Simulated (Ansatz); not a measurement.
**CH2Ge+ (doublet): wave-function methods side by side, cc-pVTZ**

One table from this session's results is given with a row withheld; the runs are named, their logs left out.

The runs use Ansatz 0.2.0, Gaussian basis; cc-pVTZ, core rule «outside noble gas», up to 15 orbitals frozen.

To be run: UHF; CCSD(T) on ROHF; CCSD(T) on UHF; BCCD(T) on ROHF; CCSDT(Q) on ROHF; CCSDT(Q) on UHF; CASSCF and MRCISD+Q, 9 electrons in 10 orbitals; CASSCF and NEVPT2, 9 electrons in 10 orbitals.

6 further runs of the same task are left out: 6 set aside as unsound or not needed.

**The geometry**

The geometry is a PBE0/def2-TZVP stationary point (not a proven minimum) of the parent state, kept for this charge and spin. No spin-orbit coupling is included. The filled d shell of Ge may be among the frozen orbitals whatever the setting's name suggests; the logs give the count.

4 atoms, charge 1, spin multiplicity 2.

Atoms are counted from 1 here; the program's logs count them from 0.

Bond lengths: Ge1–C2 1.957 Å, C2–H3 1.091 Å, C2–H4 1.091 Å. Angles: Ge1–C2–H3 123.6°, Ge1–C2–H4 123.6°, H3–C2–H4 112.9°.

Geometry (Å):

```xyz
4

Ge    0.0000    0.0000    0.3308
C     0.0000    0.0000   -1.6265
H     0.0000    0.9089   -2.2295
H     0.0000   -0.9089   -2.2295
```

The first run:

Contents of in.yaml:

```yaml
crystal:
  periodic: [false, false, false]
  atoms:
    - {symbol: Ge, position_ang: [0.000000, 0.000000, 0.330803]}
    - {symbol: C, position_ang: [0.000000, 0.000000, -1.626483]}
    - {symbol: H, position_ang: [0.000000, 0.908852, -2.229454]}
    - {symbol: H, position_ang: [0.000000, -0.908852, -2.229454]}
basis:
  gaussian: {orbitals: cc-pVTZ}
total_charge: 1
magnetization: {spin_polarized: true, initial_magnetization: 1}
hamiltonian: {xc: hf}
output: {orbitals: {seedname: orbitals}}
```

Launch:

```sh
> ansatz run in.yaml --threads 1 --pin off --events-out ev --progress --plain --max-ram 2816MiB --backend cpu
```

Steps of the session up to this table: UHF; CCSD(T) on ROHF; CCSD(T) on UHF; BCCD(T) on ROHF; CCSDT(Q) on ROHF; CCSDT(Q) on UHF; CASSCF and MRCISD+Q, 9 electrons in 10 orbitals; CASSCF and NEVPT2, 9 electrons in 10 orbitals.

One table of the session follows, with a row left open; its other results are not shown here.

```
          method  from UCCSDT(Q) (meV)
            ROHF               +6704.1
             UHF                     ?
            RMP2               +1049.9
            UMP2               +1065.2
           RCCSD                +274.8
           UCCSD                +272.0
        RCCSD(T)                 +38.5
        UCCSD(T)                 +38.3
         BCCD(T)                 +37.6
          RCCSDT                 +12.8
          UCCSDT                 +11.8
       RCCSDT(Q)                  +1.4
       UCCSDT(Q)                     0
  CASSCF valence               +4011.8
  NEVPT2 valence                +912.8
  MRCISD valence                +258.4
MRCISD+Q valence                 +47.7
```

Estimate the missing values for UHF.

**Answer.** from UCCSDT(Q) (meV): +6614.5. In the column «from UCCSDT(Q) (meV)» it lies between CASSCF valence (+4011.8) and ROHF (+6704.1).

Among the levels timed on like hardware and quicker than the yardstick, those that no quicker one beats, quickest first: BCCD(T) (3.6 s, +37.6 meV); RCCSDT(Q) (12 s, +1.4 meV).

Caveats from the session: Of the multireference levels listed MRCISD+Q valence comes nearest in total energy (+47.7 meV), which doesn't show that its space is the better one. Restricted and unrestricted rows rest on different reference determinants; where their highest levels disagree by more than a few hundredths of an eV, they describe different states and don't form one ladder.
